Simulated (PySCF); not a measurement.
# C₄H₁₀GeN₂: a tour of settings, part 1 of 2

Aim: see how C₄H₁₀GeN₂ (`[GeH3][NH]/N=C\C1CC1`) answers to the choice of functional, basis, grid and SCF options.

The runs use PySCF 2.14.0, with density-fitted response routines of our own; the level of theory stands in each step. All values are computed, except where a source is named. Atoms are numbered from 0 throughout.

## (1) Starting geometry

17 atoms, charge 0, multiplicity 1; geometry from: GFN2-xTB.

Bonds of the start (Å): Ge0–N1 1.82, N1–N2 1.35, N2–C3 1.27, C3–C4 1.47, C4–C5 1.51, C5–C6 1.49, C6–C4 1.51, Ge0–H7 1.50, Ge0–H8 1.49, Ge0–H9 1.50, N1–H10 1.02, C3–H11 1.08, C4–H12 1.08, C5–H13 1.08, C5–H14 1.08, C6–H15 1.08, C6–H16 1.08.

## (2) J couplings: PBE0/cc-pVDZ

The job: settings as JSON, then the geometry in Å.

```
{"job": {"kind": "j", "xc": "PBE0", "basis": "cc-pVDZ"}, "charge": 0, "multiplicity": 1}
Ge     3.441294     0.274718    -0.609341
N      1.662396     0.495755    -0.317711
N      1.122182    -0.386871     0.552377
C     -0.126989    -0.547588     0.704717
C     -1.254977     0.101182     0.010667
C     -2.509122    -0.700453    -0.230381
C     -2.514062     0.387865     0.789131
H      3.726026    -0.984263    -1.374652
H      4.078197     0.212323     0.732538
H      3.864817     1.468700    -1.403454
H      1.029998     1.001162    -0.931058
H     -0.393067    -1.275417     1.461212
H     -0.994668     0.822651    -0.755060
H     -3.038511    -0.546288    -1.158357
H     -2.523053    -1.723039     0.115479
H     -2.531197     0.110108     1.832082
H     -3.046260     1.301485     0.571902
```

Level: PBE0/cc-pVDZ indirect spin-spin coupling, non-relativistic, gas phase.

Command:

```sh
> OMP_NUM_THREADS=1 python probes_run.py task.json out
```

One launch serves the whole session: the jobs run in the order shown.

The program printed:

```text
coarse grid: 63096 points
cycle   1  E = -2344.2376855503  dE =  4.746e-01  |g| = 3.579e-01  |ddm| = 7.529e+00
cycle   2  E = -2344.2420393594  dE = -4.354e-03  |g| = 3.462e-01  |ddm| = 1.446e+00
cycle   3  E = -2344.2715634075  dE = -2.952e-02  |g| = 6.417e-02  |ddm| = 6.807e-01
cycle   4  E = -2344.2721305733  dE = -5.672e-04  |g| = 3.888e-02  |ddm| = 1.268e-01
cycle   5  E = -2344.2724878788  dE = -3.573e-04  |g| = 8.330e-03  |ddm| = 6.412e-02
cycle   6  E = -2344.2725022423  dE = -1.436e-05  |g| = 3.590e-03  |ddm| = 1.509e-02
cycle   7  E = -2344.2725049753  dE = -2.733e-06  |g| = 4.956e-04  |ddm| = 5.069e-03
final grid: 133576 points
cycle   8  E = -2344.2725040030  dE = -2.144e-08  |g| = 6.911e-04  |ddm| = 3.763e-03
cycle   9  E = -2344.2725038449  dE =  1.581e-07  |g| = 1.113e-03  |ddm| = 2.305e-03
cycle  10  E = -2344.2725040992  dE = -2.543e-07  |g| = 1.234e-04  |ddm| = 1.429e-03
cycle  11  E = -2344.2725041028  dE = -3.577e-09  |g| = 2.505e-05  |ddm| = 1.983e-04
cycle  12  E = -2344.2725041029  dE = -1.251e-10  |g| = 6.544e-06  |ddm| = 4.605e-05
converged SCF energy = -2344.2725041029

Indirect spin-spin couplings (Hz)
  i      j    bonds     total        FC       PSO       DSO        SD
  1 N    2 N    1    -10.143    -8.401    -1.441     0.064    -0.366
  1 N    3 C    2      1.554     1.829     0.677     0.002    -0.954
  1 N    4 C    3     -4.415    -4.577     0.160    -0.030     0.032
  1 N    5 C    4     -0.193    -0.237    -0.002     0.006     0.040
  1 N    6 C    4     -0.478    -0.521    -0.001     0.005     0.039
  1 N    7 H    2     -1.270    -1.537    -0.053     0.298     0.022
  1 N    8 H    2     -2.319    -2.539    -0.008     0.225     0.003
  1 N    9 H    2     -5.841    -6.041    -0.008     0.200     0.007
  1 N   10 H    1    -70.893   -68.157    -1.918    -0.669    -0.149
  1 N   11 H    3     -6.868    -7.104     0.144     0.181    -0.089
  1 N   12 H    4     -0.200    -0.073     0.035    -0.204     0.042
  2 N    3 C    1    -18.236   -22.144     6.156    -0.106    -2.142
  2 N    4 C    2      2.630     2.121     0.490     0.002     0.016
  2 N    5 C    3     -1.455    -1.630     0.037     0.022     0.117
  2 N    6 C    3     -1.375    -1.554     0.036     0.022     0.121
  2 N    7 H    3      0.406     0.307     0.023     0.063     0.013
  2 N    8 H    3     -0.418    -0.435     0.085    -0.048    -0.020
  2 N    9 H    3     -5.336    -5.685     0.037     0.335    -0.022
  2 N   10 H    2      1.081     0.710     0.249     0.135    -0.013
  2 N   11 H    2    -10.232   -11.357     1.137     0.079    -0.092
  2 N   12 H    3     -0.522    -0.895     0.291    -0.006     0.088
  2 N   14 H    4      0.312     0.205     0.012     0.055     0.040
  2 N   15 H    4      0.302     0.202     0.009     0.054     0.038
  3 C    4 C    1     73.686    75.216    -1.832     0.302         -
  3 C    5 C    2     -2.219    -2.075    -0.165     0.021         -
  3 C    6 C    2     -2.438    -2.292    -0.166     0.020         -
  3 C    7 H    4      0.678     0.813     0.108    -0.242         -
  3 C    9 H    4      0.788     1.107     0.165    -0.483         -
  3 C   10 H    3      4.213     4.779    -0.664     0.098         -
  3 C   11 H    1    167.832   166.742    -0.081     1.171         -
  3 C   12 H    2     -0.225    -0.015    -0.153    -0.057         -
  3 C   13 H    3      2.032     2.143     0.213    -0.325         -
  3 C   14 H    3      4.189     4.123    -0.134     0.201         -
  3 C   15 H    3      4.154     4.086    -0.132     0.199         -
  3 C   16 H    3      1.917     2.029     0.214    -0.326         -
  4 C    5 C    1     26.629    27.105    -0.697     0.221         -
  4 C    6 C    1     26.564    27.038    -0.695     0.221         -
  4 C    7 H    5     -0.334    -0.238     0.044    -0.140         -
  4 C    9 H    5     -0.155    -0.013     0.036    -0.178         -
  4 C   10 H    4      1.750     1.432    -0.241     0.559         -
  4 C   11 H    2      9.005     9.211    -0.102    -0.103         -
  4 C   12 H    1    150.065   148.309     0.556     1.199         -
  4 C   13 H    2     -0.686    -0.727     0.283    -0.241         -
  4 C   14 H    2     -1.115    -1.192     0.304    -0.227         -
  4 C   15 H    2     -1.126    -1.201     0.302    -0.227         -
  4 C   16 H    2     -0.697    -0.736     0.280    -0.241         -
  5 C    6 C    1     25.527    26.250    -0.908     0.185         -
  5 C    9 H    6     -0.170    -0.057     0.073    -0.186         -
  5 C   10 H    5     -0.379    -0.393     0.009     0.005         -
  5 C   11 H    3      1.950     1.845     0.046     0.060         -
  5 C   12 H    2     -1.135    -1.181     0.276    -0.231         -
  5 C   13 H    1    161.217   159.868     0.508     0.841         -
  5 C   14 H    1    160.405   159.072     0.464     0.869         -
  5 C   15 H    2     -1.292    -1.255     0.300    -0.337         -
  5 C   16 H    2     -1.662    -1.620     0.318    -0.360         -
  6 C    7 H    6      0.204     0.303     0.087    -0.186         -
  6 C   10 H    5     -0.246    -0.260     0.012     0.003         -
  6 C   11 H    3      1.860     1.756     0.050     0.053         -
  6 C   12 H    2     -1.228    -1.272     0.273    -0.229         -
  6 C   13 H    2     -1.662    -1.619     0.317    -0.360         -
  6 C   14 H    2     -1.313    -1.277     0.300    -0.336         -
  6 C   15 H    1    160.561   159.235     0.459     0.868         -
  6 C   16 H    1    161.196   159.850     0.506     0.840         -
  7 H    8 H    2      9.157    13.519     0.592    -4.955         -
  7 H    9 H    2      5.429     9.778     0.607    -4.956         -
  7 H   10 H    3     -2.783    -1.001     0.799    -2.581         -
  7 H   11 H    5     -0.864    -0.513     0.384    -0.735         -
  7 H   12 H    6     -0.415     0.018     0.158    -0.591         -
  7 H   15 H    7     -0.397    -0.034     0.337    -0.700         -
  7 H   16 H    7     -0.360     0.026     0.360    -0.746         -
  8 H    9 H    2      0.646     5.581     0.638    -5.573         -
  8 H   10 H    3      1.889     4.624     1.308    -4.043         -
  8 H   11 H    5     -0.331    -0.197     0.333    -0.467         -
  8 H   12 H    6     -0.709     0.039     0.359    -1.107         -
  8 H   13 H    7     -0.471    -0.007     0.381    -0.845         -
  8 H   14 H    7     -0.345    -0.024     0.289    -0.609         -
  8 H   16 H    7     -0.265     0.036     0.319    -0.620         -
  9 H   10 H    3     -0.595    -0.581     0.119    -0.133         -
  9 H   11 H    5     -0.987     0.185     0.635    -1.807         -
  9 H   12 H    6     -0.194     0.025    -0.007    -0.212         -
  9 H   13 H    7     -0.316    -0.012     0.235    -0.538         -
  9 H   14 H    7     -0.507     0.008     0.333    -0.848         -
  9 H   15 H    7     -0.429     0.011     0.322    -0.762         -
  9 H   16 H    7     -0.248    -0.006     0.225    -0.468         -
 10 H   11 H    4     -0.281     0.438     1.202    -1.920         -
 10 H   12 H    5      1.304    -0.350    -2.906     4.561         -
 10 H   16 H    6      0.163    -0.025     0.005     0.184         -
 11 H   12 H    3      5.543     6.456     1.778    -2.691         -
 11 H   13 H    4     -0.528    -0.116     1.139    -1.551         -
 11 H   14 H    4      0.350    -0.251    -0.897     1.498         -
 11 H   15 H    4      0.337    -0.248    -0.867     1.451         -
 11 H   16 H    4     -0.516    -0.099     1.147    -1.563         -
 12 H   13 H    3      5.692     5.544     0.178    -0.031         -
 12 H   14 H    3      2.339     3.120     1.811    -2.592         -
 12 H   15 H    3      2.323     3.105     1.807    -2.590         -
 12 H   16 H    3      5.762     5.611     0.174    -0.023         -
 13 H   14 H    2     -6.085    -5.408     2.243    -2.920         -
 13 H   15 H    3      3.190     4.057     1.927    -2.794         -
 13 H   16 H    3      5.978     5.998     0.449    -0.468         -
 14 H   15 H    3      6.202     6.162     0.354    -0.314         -
 14 H   16 H    3      3.184     4.050     1.927    -2.794         -
 15 H   16 H    2     -6.069    -5.388     2.244    -2.924         -
```

Run time: 45 s. Hardware: 1 thread of Arm Neoverse V1, shared host; peak memory 0.88 GiB.

The basis is not made for couplings: without tight functions at the nuclei these values are rough.

A choice of the couplings up to four bonds, sorted by the number of bonds, with means over like pairs; isotopes 13C, 1H, 15N:

| pair | bonds | J (Hz) | Fermi contact (Hz) | dihedral (°) |
| --- | --- | --- | --- | --- |
| C3–H11 | 1 | 167.8 | 166.7 | – |
| C5–H13 | 1 | 161.2 | 159.9 | – |
| C5–H14 | 1 | 160.5 | 159.2 | – |
| C4–H12 | 1 | 150.1 | 148.3 | – |
| C3–C4 | 1 | 73.7 | 75.2 | – |
| N1–H10 | 1 | -70.9 | -68.2 | – |
| C4–C5 | 1 | 26.6 | 27.1 | – |
| C5–C6 | 1 | 25.5 | 26.2 | – |
| N2–C3 | 1 | -18.2 | -22.1 | – |
| N2–H11 | 2 | -10.2 | -11.4 | – |
| C4–H11 | 2 | 9.0 | 9.2 | – |
| H13–H14 | 2 | -6.1 | -5.4 | – |
| H7–H8 | 2 | 5.1 | 9.6 | – |
| N1–H7 | 2 | -3.1 | -3.4 | – |
| N2–C4 | 2 | 2.6 | 2.1 | – |
| C3–C5 | 2 | -2.3 | -2.2 | – |
| C5–H16 | 2 | -1.7 | -1.6 | – |
| N1–C3 | 2 | 1.6 | 1.8 | – |
| N1–H11 | 3 | -6.9 | -7.1 | -178 |
| H14–H15 | 3 | 6.2 | 6.2 | 0 |
| H13–H16 | 3 | 6.0 | 6.0 | 0 |
| H12–H13 | 3 | 5.7 | 5.6 | 3 |
| H11–H12 | 3 | 5.5 | 6.5 | -179 |
| N1–C4 | 3 | -4.4 | -4.6 | 2 |
| C3–H10 | 3 | 4.2 | 4.8 | -5 |
| C3–H14 | 3 | 4.2 | 4.1 | 0 |
| H13–H15 | 3 | 3.2 | 4.1 | 145 |
| C4–H10 | 4 | 1.8 | 1.4 | – |

The spin-dipole term was solved for some atoms only; pairs without it lack that part.

The response was solved for the nuclei of C, H, N alone, so couplings that need other nuclei can be missing.

Quadrupole couplings from the field gradients of the same density:

| atom | isotope | eQq/h (MHz) | η |
| --- | --- | --- | --- |
| Ge0 | 73Ge | -45.8 | 0.18 |
| N2 | 14N | -5.275 | 0.17 |
| N1 | 14N | -5.230 | 0.49 |

## (3) Shielding tensors: HCTH407/6-31G* in tetrahydrofuran

The job, as its differences from that of step 2:

```diff
@@ -1,2 +1,2 @@
-{"job": {"kind": "j", "xc": "PBE0", "basis": "cc-pVDZ"}, "charge": 0, "multiplicity": 1}
+{"job": {"kind": "nmr", "xc": "HCTH407", "basis": "6-31G*", "solvent": "tetrahydrofuran", "pop": false}, "charge": 0, "multiplicity": 1}
 Ge     3.441294     0.274718    -0.609341
```

Method: GIAO HCTH407/6-31G* NMR shielding, non-relativistic, IEF-PCM tetrahydrofuran.

The program printed:

```text
coarse grid: 63096 points
cycle   1  E = -2345.6086950513  dE =  2.230e-01  |g| = 5.346e-01  |ddm| = 4.013e+00
cycle   2  E = -2345.5432829295  dE =  6.541e-02  |g| = 7.511e-01  |ddm| = 1.505e+00
cycle   3  E = -2345.6830134447  dE = -1.397e-01  |g| = 9.551e-02  |ddm| = 8.964e-01
cycle   4  E = -2345.6843376288  dE = -1.324e-03  |g| = 5.845e-02  |ddm| = 1.395e-01
cycle   5  E = -2345.6851264827  dE = -7.889e-04  |g| = 1.558e-02  |ddm| = 6.768e-02
cycle   6  E = -2345.6851731127  dE = -4.663e-05  |g| = 7.901e-03  |ddm| = 2.255e-02
cycle   7  E = -2345.6851870452  dE = -1.393e-05  |g| = 1.168e-03  |ddm| = 7.291e-03
cycle   8  E = -2345.6851873457  dE = -3.005e-07  |g| = 2.500e-04  |ddm| = 1.155e-03
final grid: 133576 points
cycle   9  E = -2345.6849235852  dE = -2.103e-07  |g| = 6.507e-04  |ddm| = 3.368e-03
cycle  10  E = -2345.6849234626  dE =  1.226e-07  |g| = 9.626e-04  |ddm| = 1.601e-03
cycle  11  E = -2345.6849236897  dE = -2.272e-07  |g| = 1.439e-04  |ddm| = 9.583e-04
cycle  12  E = -2345.6849236943  dE = -4.544e-09  |g| = 2.812e-05  |ddm| = 1.507e-04
cycle  13  E = -2345.6849236944  dE = -1.251e-10  |g| = 1.744e-05  |ddm| = 4.166e-05
converged SCF energy = -2345.6849236944

GIAO shielding tensors (ppm)
atom      isotropic    diamagn.    paramagn.     s11        s22        s33       span
  0 Ge    1607.931    2761.399   -1153.468   1494.432   1576.658   1752.703    258.270
  1 N      162.798     319.486    -156.688     89.222    164.529    234.645    145.423
  2 N      -40.784     318.402    -359.186   -258.325    -65.739    201.712    460.038
  3 C       65.891     252.770    -186.879    -15.925     97.547    116.050    131.974
  4 C      184.094     247.507     -63.413    140.044    193.989    218.249     78.205
  5 C      184.003     255.225     -71.222    157.749    182.976    211.283     53.534
  6 C      184.143     255.383     -71.240    158.237    182.961    211.230     52.993
  7 H       27.444      29.361      -1.916     20.065     23.044     39.223     19.158
  8 H       27.557      29.576      -2.019     20.678     23.150     38.844     18.166
  9 H       27.564      29.129      -1.565     20.773     23.145     38.773     18.000
 10 H       27.685      32.889      -5.204     19.694     30.501     32.861     13.168
 11 H       27.111      31.972      -4.862     23.173     26.113     32.046      8.873
 12 H       30.843      33.010      -2.167     23.065     31.226     38.238     15.173
 13 H       31.556      30.704       0.852     26.257     27.828     40.583     14.326
 14 H       31.919      31.504       0.415     26.825     28.921     40.012     13.187
 15 H       31.908      31.368       0.540     26.733     28.920     40.070     13.337
 16 H       31.539      30.588       0.950     26.207     27.841     40.568     14.362
```

Wall time 16 s (1 thread of Arm Neoverse V1, shared host); peak memory 0.69 GiB.

No reference compound was run at this level, so shieldings alone are listed. Atoms listed in one row are averaged.

| atoms | environment | σ (ppm) |
| --- | --- | --- |
| C3 | C=N carbon | 65.9 |
| C5, C6 | three-membered-ring carbon | 184.1 |
| C4 | three-membered-ring carbon | 184.1 |
| H11 | hydrogen on a C=N carbon | 27.11 |
| H7, H8, H9 | hydrogen on a germanium bonded to N | 27.52 |
| H10 | hydrogen on a nitrogen bonded to Ge, N | 27.69 |
| H12 | hydrogen on a three-membered-ring carbon | 30.84 |
| H13, H16 | hydrogen on a three-membered-ring carbon | 31.55 |
| H14, H15 | hydrogen on a three-membered-ring carbon | 31.91 |
| Ge0 | germanium bonded to N, 3 H | 1608 |
| N2 | imine nitrogen | -40.8 |
| N1 | nitrogen bonded to Ge, N, H | 162.8 |

Ring of atoms C4, C5, C6: NICS(0) -42.6, NICS(1) -8.2, NICS(1)zz -22.5 ppm (means of both faces).

In rings of three or four atoms NICS is ruled by the nearby σ bonds, so it says little on aromaticity.

## (4) Shielding tensors: B97-D/pcSseg-1 in dichloromethane

The job, as its differences from that of step 3:

```diff
@@ -1,2 +1,2 @@
-{"job": {"kind": "nmr", "xc": "HCTH407", "basis": "6-31G*", "solvent": "tetrahydrofuran", "pop": false}, "charge": 0, "multiplicity": 1}
+{"job": {"kind": "nmr", "xc": "B97-D", "basis": "pcSseg-1", "solvent": "dichloromethane", "pop": false, "scf": {"damp": 0.3, "aux": "def2-universal-jkfit"}}, "charge": 0, "multiplicity": 1}
 Ge     3.441294     0.274718    -0.609341
```

Level: GIAO B97-D/pcSseg-1 NMR shielding, non-relativistic, IEF-PCM dichloromethane.

The program printed:

```text
damping 0.30 in the first 6 cycles
final grid: 133576 points
cycle   1  E = -2345.3875655851  dE =  1.555e-01  |g| = 8.820e-01  |ddm| = 3.884e+00
cycle   2  E = -2345.4355155657  dE = -4.795e-02  |g| = 5.302e-01  |ddm| = 9.188e-01
cycle   3  E = -2345.4496028033  dE = -1.409e-02  |g| = 4.248e-01  |ddm| = 6.622e-01
cycle   4  E = -2345.4508695394  dE = -1.267e-03  |g| = 3.879e-01  |ddm| = 5.718e-01
cycle   5  E = -2345.4404140765  dE =  1.046e-02  |g| = 4.356e-01  |ddm| = 5.926e-01
cycle   6  E = -2345.2189421607  dE =  2.215e-01  |g| = 1.049e+00  |ddm| = 1.185e+00
cycle   7  E = -2344.3050111032  dE =  9.139e-01  |g| = 2.330e+00  |ddm| = 2.473e+00
cycle   8  E = -2345.4635954066  dE = -1.159e+00  |g| = 2.674e-01  |ddm| = 1.668e+00
cycle   9  E = -2345.4649050650  dE = -1.310e-03  |g| = 2.482e-01  |ddm| = 3.624e-01
cycle  10  E = -2345.4785459181  dE = -1.364e-02  |g| = 2.853e-02  |ddm| = 2.342e-01
cycle  11  E = -2345.4787038683  dE = -1.580e-04  |g| = 8.595e-03  |ddm| = 2.648e-02
cycle  12  E = -2345.4787180581  dE = -1.419e-05  |g| = 2.067e-03  |ddm| = 8.826e-03
cycle  13  E = -2345.4787189546  dE = -8.965e-07  |g| = 7.312e-04  |ddm| = 2.134e-03
cycle  14  E = -2345.4787190660  dE = -1.113e-07  |g| = 1.444e-04  |ddm| = 5.878e-04
cycle  15  E = -2345.4787190708  dE = -4.839e-09  |g| = 3.434e-05  |ddm| = 1.670e-04
cycle  16  E = -2345.4787190711  dE = -2.501e-10  |g| = 1.157e-05  |ddm| = 3.979e-05
converged SCF energy = -2345.4787190711

GIAO shielding tensors (ppm)
atom      isotropic    diamagn.    paramagn.     s11        s22        s33       span
  0 Ge    1423.422    2756.383   -1332.960   1289.228   1395.019   1586.020    296.792
  1 N      147.487     326.919    -179.432     59.814    151.969    230.679    170.865
  2 N      -84.241     324.168    -408.410   -328.751   -110.816    186.842    515.594
  3 C       43.405     250.566    -207.162    -48.727     80.148     98.793    147.520
  4 C      173.683     249.627     -75.944    123.465    183.257    214.327     90.862
  5 C      173.616     253.382     -79.766    145.414    172.230    203.206     57.792
  6 C      173.682     253.783     -80.101    145.820    172.156    203.070     57.250
  7 H       27.035      28.607      -1.573     19.949     22.732     38.422     18.473
  8 H       27.210      28.791      -1.581     20.573     23.011     38.046     17.473
  9 H       27.240      28.451      -1.212     20.834     22.829     38.057     17.223
 10 H       26.102      35.867      -9.765     18.240     29.304     30.762     12.523
 11 H       26.346      33.055      -6.709     22.331     25.427     31.279      8.949
 12 H       30.119      34.116      -3.997     22.111     30.686     37.561     15.450
 13 H       30.963      30.494       0.470     25.564     27.134     40.193     14.629
 14 H       31.407      31.611      -0.204     26.245     28.407     39.570     13.324
 15 H       31.389      31.526      -0.136     26.160     28.412     39.597     13.437
 16 H       30.949      30.419       0.530     25.508     27.143     40.196     14.688
```

Wall time 25 s (1 thread of Arm Neoverse V1, shared host); peak memory 0.9 GiB.

This run: σ C3 43.4, C5 173.6, C4 173.7, Ge0 1423, H10 26.10, H11 26.35 ppm (means over like atoms).

(Continued in part 2 of 2.)
